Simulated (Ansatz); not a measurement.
Working through a projected density of states of BaHCl, space group P4/nmm

Computed with the Ansatz DFT code, driven from Python.

Input file `bahcl.cif`:
```cif
data_BaHCl
_cell_length_a 4.408000
_cell_length_b 4.408000
_cell_length_c 7.202000
_cell_angle_alpha 90.00000
_cell_angle_beta 90.00000
_cell_angle_gamma 90.00000
_symmetry_space_group_name_H-M 'P 1'
_symmetry_Int_Tables_number 1
loop_
_symmetry_equiv_pos_as_xyz
'x, y, z'
loop_
_atom_site_label
_atom_site_type_symbol
_atom_site_fract_x
_atom_site_fract_y
_atom_site_fract_z
Ba1 Ba    0.000000    0.500000    0.215000
Ba2 Ba    0.500000    0.000000    0.785000
H3 H    0.000000    0.000000    0.000000
H4 H    0.500000    0.500000    0.000000
Cl5 Cl    0.000000    0.500000    0.650000
Cl6 Cl    0.500000    0.000000    0.350000
```

Run as a notebook:

In [1]:
```python
import warnings

import ansatz as az
from ase.io import read
import matplotlib.pyplot as plt
import numpy as np

atoms = read('bahcl.cif')
xtal = az.Crystal.from_ase(atoms)

xtal.resolved().sites[-1]
```
Out [1]:
```text
Site(symbol='Cl', position=(0.5, 0.0, 0.35), moment=None, axis=None, held=None, saved=None)
```

In [2]:
```python
job = (
    xtal.calculation()
    .functional(az.Functional.R2SCAN, dispersion='d4')
    .kpoints(2, 2, 2, shift=0.5)
    .occupations('Fixed')
    .mixing('msr1')
    .eigensolver('davidson')
    .scf(extra_bands=6, self_checks='low')
    .density_of_states(projected=True, energy_step=0.1)
)
with warnings.catch_warnings(record=True) as caught:
    warnings.simplefilter('always')
    out = job.run(threads=1, pin='off')
print('warnings raised:', sorted(w.category.__name__ for w in caught) or 'none')
summary = out.report

summary['published_state_doubts']
```
```text
warnings raised: ['DeckWarning']
```
Out [2]:
```text
[]
```

In [3]:
```python
dos = out.density_of_states()
energy = np.asarray(dos.energies_ev) - dos.fermi_ev
curves = {}
for site in out.projected_density_of_states().sites:
    for shell in site.shells:
        weight = sum(np.sum(curve.g_bin_mean_per_ev, axis=0) for curve in shell.curves)
        name = f'{site.species} {shell.label}'
        curves[name] = curves.get(name, 0) + weight
```

In [4]:
```python
window = (energy > -8) & (energy < 6)
fig, ax = plt.subplots(figsize=(5.5, 3.5))
for name, g in curves.items():
    if g[window].max() > 0.05:
        ax.plot(energy[window], g[window], label=name, lw=1)
        print(f'{name:8s} peak {g[window].max():7.3f} states/eV at {energy[window][g[window].argmax()]:6.2f} eV')
ax.set(xlabel='E - E_F (eV)', ylabel='states/eV')
ax.legend(fontsize=7)
fig.tight_layout()
fig.savefig('pdos.png', dpi=100)
```
```text
Ba 5S    peak   0.187 states/eV at  -0.10 eV
Ba 6S    peak   6.260 states/eV at   5.70 eV
Ba 5P    peak   0.878 states/eV at  -2.70 eV
H 1S     peak  17.952 states/eV at  -0.00 eV
Cl 3S    peak   0.685 states/eV at   5.70 eV
Cl 3P    peak  35.910 states/eV at  -2.70 eV
```

Caveats:
- The settings weren't tested for convergence.
- Semilocal gaps usually lie well under measured ones.
- Energy and stress may still move on a finer k-point mesh.
- The empty d shell of the heavier alkali and alkaline-earth atoms, which makes much of a conduction band, may have no channel.
- Peaks are the largest values inside the energy window taken; deeper bands lie outside it.
- The crystal has a gap of about 5.45 eV on the mesh; bins of finite width blur the band edges.
- The starting cell is as deposited in a crystallographic database; the results hold for this polymorph, which needn't be the stable one.
- Curves are summed over the cell's atoms. Only shells that the potentials hold have channels, so projections don't add up to the total, least of all where a shell is missing (p of most metals); heights and places of peaks move with the mesh.
- The computed bands are complete only to about 7.0 eV above the Fermi level; beyond that the density of states is undercounted.
- Run time: 8.4 s on 1 thread of Arm Neoverse N1, on a shared host, peak memory 0.64 GiB.
